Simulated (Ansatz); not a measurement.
# SnH2Cl radical: up Jacob's ladder to CCSD(T)

How much do the methods differ for SnH2Cl radical? The plan is to run it at one geometry with functionals of several rungs and with coupled cluster, and see how far each lands from CCSD(T) at the basis-set limit for the atomisation energy.

Program: Ansatz 0.2.0, Gaussian basis. Level of theory: functionals in def2-TZVPP, the program's frozen cores in correlated methods. These are calculated values, not measurements.

The runs, in order: LDA (SPW92), PBE-D4, revPBE-D4, BLYP-D4, r2SCAN-D4, B97M-V, PBE0-D4, B3LYP-D4, r2SCANh-D4, r2SCAN0-D4, HSE06-D4, BHLYP-D4, CAM-B3LYP-D4, LC-ωPBE, ωB97X-V, ωB97M-V, B2PLYP, PBE-QIDH; CCSD(T)/def2-SVP; CCSD(T)/def2-TZVPP; MP2/def2-QZVPP; extrapolation to the limit; RPA on PBE.

### Step 1. The relaxed structure

The geometry comes from an earlier relaxation with PBE0-D4 in a triple-zeta def2 set; it is a stationary point. Sn takes the def2 core potential; no spin-orbit term is included.

SMILES `[Cl][SnH2]`, 4 atoms, charge 0, spin multiplicity 2.

Atoms are counted from 1 here; the program's logs count them from 0.

Bond lengths: Cl1–Sn2 2.343 Å, Sn2–H3 1.723 Å, Sn2–H4 1.723 Å. Angles: Cl1–Sn2–H3 105.0°, Cl1–Sn2–H4 105.0°, H3–Sn2–H4 111.9°.

As a file:

```
Cl   -1.8826    0.3984   -0.5850
Sn    0.3800   -0.1796   -0.3971
H     0.4125   -1.5000    0.7096
H     1.1455    1.2210    0.2521
```

### Step 2. LDA

This LDA is Slater exchange with PW92 correlation.

Input file in.yaml:

```yaml
crystal:
  periodic: [false, false, false]
  atoms:
    - {symbol: Cl, position_ang: [-1.882577, 0.398354, -0.584972]}
    - {symbol: Sn, position_ang: [0.379967, -0.179589, -0.397055]}
    - {symbol: H, position_ang: [0.412472, -1.500016, 0.709616]}
    - {symbol: H, position_ang: [1.145538, 1.221050, 0.252111]}
basis:
  gaussian: {orbitals: def2-TZVPP}
magnetization: {spin_polarized: true, initial_magnetization: 1}
hamiltonian: {xc: lda}
output: {orbitals: {seedname: orbitals}}
```

The runs that follow: PBE-D4 (GGA); revPBE-D4 (GGA); BLYP-D4 (GGA); r2SCAN-D4 (meta-GGA); B97M-V (meta-GGA); PBE0-D4 (hybrid); B3LYP-D4 (hybrid); r2SCANh-D4 (hybrid); r2SCAN0-D4 (hybrid); HSE06-D4 (hybrid); BHLYP-D4 (hybrid); CAM-B3LYP-D4 (range-separated); LC-ωPBE-D4 (range-separated); ωB97X-V (range-separated); ωB97M-V (range-separated); B2PLYP (double hybrid); PBE-QIDH (double hybrid); CCSD(T) in def2-SVP; CCSD(T) in def2-TZVPP; MP2 in def2-QZVPP; RPA on PBE orbitals.

Q: Predict the results of all the runs planned. Wanted: atomisation energy, CCSD(T)/CBS; farthest beyond LDA; mean size of error, GGA; mean size of error, meta-GGA; mean size of error, hybrid; mean size of error, range-separated; mean size of error, double hybrid; gap, smallest and largest; T1 diagnostic.

As calculated:

| quantity | value |
| --- | --- |
| atomisation energy, CCSD(T)/CBS | 832.6 kJ/mol |
| functionals within 8.3 kJ/mol (1.0 %) | PBE-D4, r2SCAN-D4, r2SCANh-D4, ωB97X-V, ωB97M-V |
| farthest beyond LDA | B97M-V (+31.8 kJ/mol) |
| mean size of error, GGA | 16.7 kJ/mol |
| mean size of error, meta-GGA | 18.3 kJ/mol |
| mean size of error, hybrid | 13.0 kJ/mol |
| mean size of error, range-separated | 10.2 kJ/mol |
| mean size of error, double hybrid | 24.8 kJ/mol |
| gap, smallest and largest | 0.77 eV (LDA (SPW92)), 7.78 eV (LC-ωPBE) |
| T1 diagnostic | 0.0147 |
| triples share of the correlation energy | 3.2 % |

What this shows: The LDA atomisation energy is off by 117.3 kJ/mol (14 %): it overbinds. PBE-D4 misses by -6.3 kJ/mol. Double hybrids carry the basis error of their MP2 part in triple zeta, and no dispersion term here, so their miss is partly the set-up's. By mean error the best rung here is range-separated (10.2 kJ/mol) and the worst beyond LDA is double hybrid (24.8 kJ/mol). The gap between the best rungs is small, so their order is not settled. The reference freezes the cores and leaves out spin-orbit coupling and excitations past (T), and its outer-core shells are covered unevenly, so misses under about 8.3 kJ/mol can't be ranked. All levels share the lack of spin-orbit coupling, which lowers the free heavy atoms and so the true binding. Hartree-Fock recovers 71 % of the binding; the rest is correlation. CCSD(T) in def2-SVP is off by -87.9 kJ/mol, more than most functionals: a good method in a small basis is no reference. Orbital gaps span 0.8 to 7.8 eV; exact exchange widens them. Correlated methods include outer-core shells of Sn, which these sets cover unevenly.
